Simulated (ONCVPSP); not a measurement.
# Al: the cost of one run

Program: ONCVPSP 4.0.1.1 (patched build). Reference atom: PBEsol, scalar-relativistic, spherical and spin-unpolarised. All values are calculated.

### 1 The design

Typed settings, in words:

- element: aluminium (Al, Z = 13)
- type: optimised norm-conserving Vanderbilt (ONCV)
- frozen core: [He]
- valence charge: 11
- reference configuration: 2s2 2p6 3s2 3p1
- partial waves: 2s+3s: rc 1.25 bohr, ncon 4, nbas 9, qcut 12.5 1/bohr, 2 projectors; 2p+3p: rc 1.30 bohr, ncon 4, nbas 8, qcut 7.9 1/bohr, 2 projectors; d scattering state at 0.1 Ha: rc 1.00 bohr, ncon 4, nbas 7, qcut 9.7 1/bohr, 2 projectors, debl 0.9 Ha
- local potential: polynomial inside 0.75 bohr (lpopt 4, dvloc0 3 Ha)
- core correction: not asked for

An earlier all-electron run gives the scale for the radii.

All-electron outer shells of the reference configuration (PBEsol, scalar-relativistic, ld1.x):

```csv
shell,level (eV),outermost node (bohr),outermost maximum (bohr)
1s,-1507.83,–,0.08
2s,-107.85,0.16,0.50
2p,-69.54,–,0.43
3s,-7.71,0.80,2.09
3p,-2.69,0.82,2.64
```

### 2 Generation

Contents of Al.dat:

```
# ATOM AND REFERENCE CONFIGURATION
# atsym  z   nc   nv     iexc    psfile
  Al 13.00    1    4  -116133      upf
#
#   n    l    f
    1    0    2.00
    2    0    2.00
    2    1    6.00
    3    0    2.00
    3    1    1.00
#
# PSEUDOPOTENTIAL AND OPTIMIZATION
# lmax
    2
#
#   l,   rc,      ep,       ncon, nbas, qcut
    0    1.25    0.00    4    9   12.50
    1    1.30    0.00    4    8    7.90
    2    1.00    0.10    4    7    9.70
#
# LOCAL POTENTIAL
# lloc, lpopt,  rc(5),   dvloc0
    4    4    0.75    3.00
#
# VANDERBILT-KLEINMAN-BYLANDER PROJECTORs
# l, nproj, debl
    0    2    1.10
    1    2    1.90
    2    2    0.90
#
# MODEL CORE CHARGE
# icmod, fcfact, rcfact
    0    0.00    0.00
#
# LOG DERIVATIVE ANALYSIS
# epsh1, epsh2, depsh
   -5.00    5.00    0.04
#
# OUTPUT GRID
# rlmax, drl
    6.00    0.01
#
# TEST CONFIGURATIONS
# ncnf
    4
# nvcnf
#   n    l    f
    4
    2    0    2.00
    2    1    6.00
    3    0    2.00
    3    1    0.00
#
    4
    2    0    2.00
    2    1    6.00
    3    0    1.00
    3    1    0.00
#
    4
    2    0    2.00
    2    1    6.00
    3    0    0.00
    3    1    0.00
#
    4
    2    0    1.00
    2    1    6.00
    3    0    2.00
    3    1    1.00
#
```

Started as:

```console
oncvpsp.x < Al.dat > Al.out
```

**Question.** How long does this run take on 1 thread of Neoverse-N1, shared host?

About 5.1 s.
